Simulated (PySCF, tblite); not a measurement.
# C₅H₁₀B radical: geometry, infrared bands and EPR parameters

Wanted: the infrared bands and EPR parameters of C₅H₁₀B radical (`B1[CH]CCCC1`), by calculation.

Computed with tblite 0.8.0 and PySCF 2.14.0, with density-fitted response routines of our own, on a single molecule in the gas phase. Atoms count from 0, in the outputs and in this text.

### Step 1. The starting structure

16 atoms, charge 0, multiplicity 2; geometry from: force field or distance geometry start.

Bonds of the start (Å): B0–C1 1.61, C1–C2 1.52, C2–C3 1.49, C3–C4 1.53, C4–C5 1.52, C5–B0 1.59, B0–H6 1.17, C1–H7 1.14, C2–H8 1.12, C2–H9 1.11, C3–H10 1.13, C3–H11 1.10, C4–H12 1.11, C4–H13 1.13, C5–H14 1.13, C5–H15 1.09.

### Step 2. Optimising the geometry with GFN2-xTB

The job: settings as JSON, then the geometry in Å.

```
{"job": {"kind": "relax", "xc": "GFN2-xTB", "basis": "xTB"}, "charge": 0, "multiplicity": 2}
B      0.369300     1.461600    -0.262400
C     -1.086400     1.256100     0.383500
C     -1.553200    -0.089100    -0.160900
C     -0.415200    -0.948500    -0.601700
C      0.765400    -0.899300     0.372600
C      1.443800     0.461700     0.339800
H      0.546700     2.100700    -1.232100
H     -0.858100     1.179000     1.494000
H     -2.107600     0.185100    -1.099500
H     -2.276000    -0.580800     0.520100
H     -0.749700    -2.021800    -0.702500
H     -0.038600    -0.553000    -1.560800
H      0.459100    -1.205400     1.389700
H      1.525100    -1.599900    -0.076100
H      1.586900     0.802200     1.403600
H      2.380900     0.460300    -0.218700
```

On the command line:

```sh
OMP_NUM_THREADS=1 python probes_run.py task.json out
```

One launch serves the whole session: the jobs run in the order shown.

The log of the run:

```text
step      E/eV     max force
  0    -460.18159    3.526
  1    -460.54974    2.004
  2    -460.68509    0.695
  3    -460.73917    0.567
  4    -460.77265    0.351
  5    -460.78821    0.312
  6    -460.80141    0.275
  7    -460.81214    0.265
  8    -460.82148    0.338
  9    -460.82969    0.310
 10    -460.83760    0.198
 11    -460.84552    0.229
 12    -460.85399    0.247
 13    -460.86185    0.238
 14    -460.86840    0.204
 15    -460.87555    0.230
 16    -460.88508    0.283
 17    -460.89716    0.376
 18    -460.91356    0.564
 19    -460.93864    0.776
 20    -460.97771    0.581
 21    -461.00240    1.689
 22    -461.12350    1.294
 23    -461.23824    0.892
 24    -461.39151    0.798
 25    -461.41783    1.520
 26    -461.50043    0.556
 27    -461.56946    0.616
 28    -461.61362    0.543
 29    -461.64575    0.596
 30    -461.67442    0.608
 31    -461.71217    0.577
 32    -461.75393    0.533
 33    -461.78194    0.533
 34    -461.80427    0.557
 35    -461.81912    0.374
 36    -461.83397    0.226
 37    -461.83803    0.198
 38    -461.84380    0.214
 39    -461.84845    0.228
 40    -461.85225    0.152
 41    -461.85410    0.122
 42    -461.85528    0.077
 43    -461.85621    0.068
 44    -461.85692    0.055
 45    -461.85743    0.059
 46    -461.85786    0.069
 47    -461.85822    0.060
 48    -461.85843    0.031
 49    -461.85852    0.025
 50    -461.85857    0.018
 51    -461.85863    0.021
 52    -461.85869    0.019
 53    -461.85875    0.015
 54    -461.85880    0.017
 55    -461.85884    0.015
 56    -461.85888    0.016
 57    -461.85892    0.014
 58    -461.85895    0.015
 59    -461.85899    0.013
 60    -461.85903    0.014
 61    -461.85906    0.013
 62    -461.85909    0.011
 63    -461.85911    0.009
```

Run time: 0.7 s. Hardware: 1 thread of AMD EPYC, shared host; peak memory 0.18 GiB.

Along the way: (not every step is listed)

| step | energy from step 0 (eV) | largest force (eV/Å) |
| --- | --- | --- |
| 0 | 0.0000 | 3.5258 |
| 1 | -0.3681 | 2.0039 |
| 2 | -0.5035 | 0.6947 |
| 3 | -0.5576 | 0.5669 |
| 4 | -0.5911 | 0.3513 |
| 5 | -0.6066 | 0.3118 |
| 6 | -0.6198 | 0.2755 |
| 7 | -0.6305 | 0.2648 |
| 8 | -0.6399 | 0.3379 |
| 13 | -0.6803 | 0.2380 |
| 18 | -0.7320 | 0.5636 |
| 23 | -1.0566 | 0.8923 |
| 28 | -1.4320 | 0.5430 |
| 33 | -1.6003 | 0.5333 |
| 38 | -1.6622 | 0.2137 |
| 43 | -1.6746 | 0.0675 |
| 48 | -1.6768 | 0.0307 |
| 53 | -1.6772 | 0.0154 |
| 58 | -1.6774 | 0.0146 |
| 59 | -1.6774 | 0.0135 |
| 60 | -1.6774 | 0.0140 |
| 61 | -1.6775 | 0.0133 |
| 62 | -1.6775 | 0.0114 |
| 63 | -1.6775 | 0.0093 |

Distances of close pairs at the start and the end, largest changes first:

| bond | before (Å) | after (Å) | change (Å) |
| --- | --- | --- | --- |
| B0–C1 | 1.606 | 1.503 | -0.102 |
| C1–H7 | 1.136 | 1.084 | -0.052 |
| C1–C2 | 1.524 | 1.480 | -0.044 |
| C3–H10 | 1.129 | 1.093 | -0.036 |
| C2–C3 | 1.493 | 1.527 | +0.034 |
| C5–H14 | 1.126 | 1.093 | -0.034 |
| C4–H13 | 1.127 | 1.093 | -0.033 |
| C2–H8 | 1.124 | 1.097 | -0.027 |

The next job starts from the end point, and lists it.

### Step 3. Harmonic vibrations with GFN2-xTB

The job: settings as JSON, then the geometry in Å.

```
{"job": {"kind": "ir", "xc": "GFN2-xTB", "basis": "xTB"}, "charge": 0, "multiplicity": 2}
B      0.425836     1.586118     0.197932
C     -1.030924     1.219640     0.135571
C     -1.499248    -0.155459    -0.149242
C     -0.379847    -1.088319    -0.606020
C      0.825200    -0.984086     0.325979
C      1.475410     0.395038     0.203238
H      0.788202     2.701892     0.221177
H     -1.828486     1.919909     0.358041
H     -2.307773    -0.138720    -0.890996
H     -1.954484    -0.554873     0.769954
H     -0.749815    -2.116010    -0.635235
H     -0.069986    -0.814115    -1.617039
H      0.495334    -1.143809     1.355699
H      1.544930    -1.771341     0.085945
H      2.235693     0.510848     0.979239
H      2.022361     0.442230    -0.745654
```

The log of the run:

```text
mode    cm-1     km/mol
  1     153.7      4.28
  2     177.2      2.77
  3     297.1      0.41
  4     420.4      1.29
  5     429.8      2.66
  6     555.7      7.71
  7     584.1     17.80
  8     644.6     21.33
  9     787.0     67.21
 10     818.3     24.51
 11     823.5      8.25
 12     880.3     10.40
 13     908.4      0.33
 14     948.5      5.08
 15     987.2      9.05
 16    1005.4     10.68
 17    1060.7      3.94
 18    1090.8     14.00
 19    1135.2     14.48
 20    1168.8     12.16
 21    1200.5     19.51
 22    1208.9     32.73
 23    1234.6      0.58
 24    1298.4      3.61
 25    1325.4      1.98
 26    1339.0      3.42
 27    1349.6      0.28
 28    1366.3      0.62
 29    1430.9     20.25
 30    1463.2      5.36
 31    1489.3      0.38
 32    1501.6      0.36
 33    2609.1    186.95
 34    2848.2     20.93
 35    2906.4     36.02
 36    2918.1     29.90
 37    2949.9     61.02
 38    2961.7     17.07
 39    2969.4     79.20
 40    2976.3     75.67
 41    2980.8     77.46
 42    3027.0     77.36
```

Run time: 0.9 s. Hardware: 1 thread of AMD EPYC, shared host; peak memory 0.18 GiB.

The strongest bands and the atoms that carry them (share of the mass-weighted mode):

| cm⁻¹ | km/mol | atoms |
| --- | --- | --- |
| 787 | 67.2 | B0 23 %, H6 15 % |
| 2609 | 186.9 | H6 92 % |
| 2906 | 36.0 | H8 83 %, H9 12 % |
| 2950 | 61.0 | H13 67 %, H12 18 % |
| 2969 | 79.2 | H14 52 %, H12 19 %, H10 11 % |
| 2976 | 75.7 | H14 33 %, H12 32 %, H13 16 %, H10 13 % |
| 2981 | 77.5 | H11 67 %, H10 22 % |
| 3027 | 77.4 | H7 93 % |

### Step 4. EPR parameters: B3LYP/pcH-1

Same as in step 3 but for these lines:

```diff
@@ -1,2 +1,2 @@
-{"job": {"kind": "ir", "xc": "GFN2-xTB", "basis": "xTB"}, "charge": 0, "multiplicity": 2}
+{"job": {"kind": "epr", "basis": "pcH-1"}, "charge": 0, "multiplicity": 2}
 B      0.425836     1.586118     0.197932
```

Level: UKS B3LYP, pcH-1 on B C H, non-relativistic, mean-field spin-orbit, GIAO.

The log of the run:

```text
UKS, coarse grid
  cycle   1  E = -221.31672440  |g| = 3.37e-01
  cycle   2  E = -221.28740308  |g| = 4.21e-01
  cycle   3  E = -221.38184521  |g| = 3.65e-02
  cycle   4  E = -221.38248883  |g| = 1.14e-02
  cycle   5  E = -221.38257067  |g| = 5.02e-03
  cycle   6  E = -221.38258560  |g| = 1.20e-03
  cycle   7  E = -221.38258730  |g| = 6.48e-04
UKS, final grid
  cycle   1  E = -221.38257628  |g| = 7.34e-04
  cycle   2  E = -221.38257618  |g| = 8.81e-04
  cycle   3  E = -221.38257654  |g| = 5.29e-05
  cycle   4  E = -221.38257654  |g| = 2.62e-05
E = -221.38257654 Eh   <S^2> = 0.7527 (exact 0.7500)
g shifts (ppm)      1          2          3
  rmc          -116       -116       -116
  gc              4         22         17
  oz_so         -17        363        745
  total        -129        270        646
hyperfine (MHz)  atom isotope    a_iso     a_fc   dipolar eigenvalues
    0   11B     -10.55     -10.55    -13.82     -6.69     20.51
    1   13C      47.66      47.66    -60.75    -60.19    120.95
    2   13C     -22.91     -22.91     -3.29      0.09      3.20
    3   13C       1.22       1.22     -0.92     -0.61      1.53
    4   13C      -1.42      -1.42     -0.67     -0.46      1.13
    5   13C      -0.67      -0.67     -2.16     -0.82      2.98
    6    1H      -5.68      -5.68     -8.19     -2.80     10.99
    7    1H     -43.20     -43.20    -28.73     -2.04     30.77
    8    1H      78.91      78.91     -4.84     -3.49      8.34
    9    1H     132.04     132.04     -5.59     -2.13      7.72
   10    1H      -1.52      -1.52     -1.66     -1.41      3.07
   11    1H      -0.88      -0.88     -2.92     -2.25      5.17
   12    1H      -0.22      -0.22     -2.59     -2.02      4.61
   13    1H      -0.73      -0.73     -1.27     -1.02      2.28
   14    1H      10.67      10.67     -2.58     -2.27      4.85
   15    1H      44.61      44.61     -3.08     -1.02      4.10
```

Wall time 89 s (1 thread of AMD EPYC, shared host); peak memory 0.95 GiB.

Principal g values 2.00219, 2.00259, 2.00296; g(iso) = 2.00258, against 2.00232 for a free electron.

Hyperfine couplings; where a row names several nuclei, a(iso) is their mean (it holds for fast rotation or exchange) and the dipolar term the largest among them:

| nuclei | isotope | a(iso) (MHz) | a(iso) (G, at g = 2.0023) | largest dipolar term (MHz) |
| --- | --- | --- | --- | --- |
| H8, H9 | 1H | 105.5 | 37.6 | 8.3 |
| C1 | 13C | 47.7 | 17.0 | 120.9 |
| H7 | 1H | -43.2 | -15.4 | 30.8 |
| H14, H15 | 1H | 27.6 | 9.9 | 4.9 |
| C2 | 13C | -22.9 | -8.2 | -3.3 |
| B0 | 11B | -10.6 | -3.8 | 20.5 |
| H6 | 1H | -5.7 | -2.0 | 11.0 |
| C4 | 13C | -1.4 | -0.5 | 1.1 |
| C3 | 13C | 1.2 | 0.4 | 1.5 |
| H10, H11 | 1H | -1.2 | -0.4 | 5.2 |
| C5 | 13C | -0.7 | -0.2 | 3.0 |
| H12, H13 | 1H | -0.5 | -0.2 | 4.6 |

Mulliken spin populations:

B0 0.20; C1 0.82; C2 -0.07; C3 0.00; C4 0.00; C5 -0.01; H6 -0.01; H7 -0.03; H8 0.03; H9 0.05; H10 0.00; H11 0.00; H12 0.00; H13 0.00; H14 0.00; H15 0.02

In first order the couplings over 0.8 MHz of 1H, 11B give 432 distinct lines over 124.6 G, if the averaged nuclei exchange fast.

The fields below are evaluated on a grid from the run's orbitals.

ELF in a plane through or near 8 of the atoms.

Ten even steps from ' ' (0.00) to '@' (1.00):
```
                                                        
                                                        
                                                        
                  ..::..          ....                  
              ..++@@@@@@==    ..##@@@@**::              
              --%%@@@@@@%%::  ==@@@@@@@@**              
              ..**@@@@@@%%==::++@@@@@@%%--              
                  ==##**--**%%****%%**..                
          ::::--::++%%**--##%%++**##==::....            
        --##%%%%%%::++%%++::::==%%++::****==--..        
      ..==%%@@@@%%::::**::    --**--++**##**++..        
        ..++****++**@@%%****==++@@@@**++++==--..        
                ..++==++::@@==**::====..                
              --##@@@@##**%%++::**@@%%--                
            ..##@@@@@@%%----==%%@@@@@@@@++              
              **@@@@%%++    ==@@@@@@@@@@%%..            
                ..::..      ::##@@@@@@%%++              
                              ..====--                  
                                                        
                                                        
```
The map spans 10.0 Å across and 10.3 Å up, centred on the molecule. Atoms in the plane (x, y in Å): B0 (0.7, -1.5), C1 (-0.8, -1.4), C2 (-1.5, -0.1), C3 (-0.6, 1.1), C5 (1.5, -0.2), H6 (1.2, -2.5), H10 (-1.1, 2.0), H13 (1.3, 2.0).

log10 of the density (e/Å³) in the same plane.

Ten even steps from '0' (-4.0) to '9' (1.7):
```
0000000000000000000000000000
0000000000000000000000000000
0000000000000000000000000000
0000000112222222222110000000
0000001234444333444321000000
0000012345665545665432100000
0000012346776666676542200000
0001123446777777776543211000
0012344556777777776554322000
0012355677776666777665432100
0013356779776556789765432100
0012345566777666777665432100
0001233456787779766544321000
0000123456776667766543210000
0000023456665566776543210000
0000012344544455665432100000
0000001223332334444322100000
0000000011111122222211000000
0000000000000011111100000000
0000000000000000000000000000
```
The map spans 10.0 Å across and 10.3 Å up, centred on the molecule. Atoms in the plane (x, y in Å): B0 (0.7, -1.5), C1 (-0.8, -1.4), C2 (-1.5, -0.1), C3 (-0.6, 1.1), C5 (1.5, -0.2), H6 (1.2, -2.5), H10 (-1.1, 2.0), H13 (1.3, 2.0).

On the surface of density 0.002 e/bohr³ the electrostatic potential runs, from the 1st to the 99th percentile, from -0.50 to 0.71 V.

The spin density lies nearest to C1 57 %; B0 17 %; H7 8 %.

### Step 5. What came out

| quantity | value |
| --- | --- |
| strongest single infrared mode (GFN2-xTB) | 2609 cm⁻¹, 187 km/mol |
| zero-point energy (GFN2-xTB) | 86.1 kcal/mol |
| g(iso) (B3LYP) | 2.00258 |
| ⟨S²⟩ | 0.753 (exact 0.75) |
| largest a(iso) (averaged by class) | 1H on H8, H9, 105.5 MHz |
| surface potential, 1st and 99th percentile | -0.50 V and 0.71 V |

What this shows: Relaxing lowered the energy by 1.678 eV in 63 steps; the close pair that moved most is B0–C1, from 1.606 to 1.503 Å. No mode is imaginary among the 42: a minimum at this level. The strongest single mode, at 2609 cm⁻¹, moves mainly H6. Unscaled tight-binding wavenumbers are off by several per cent, some by more. Its intensities can rank the bands wrongly. Most of the unpaired spin sits on C1 (0.82 e). The isotropic g lies 0.3 ppt above the free-electron value.
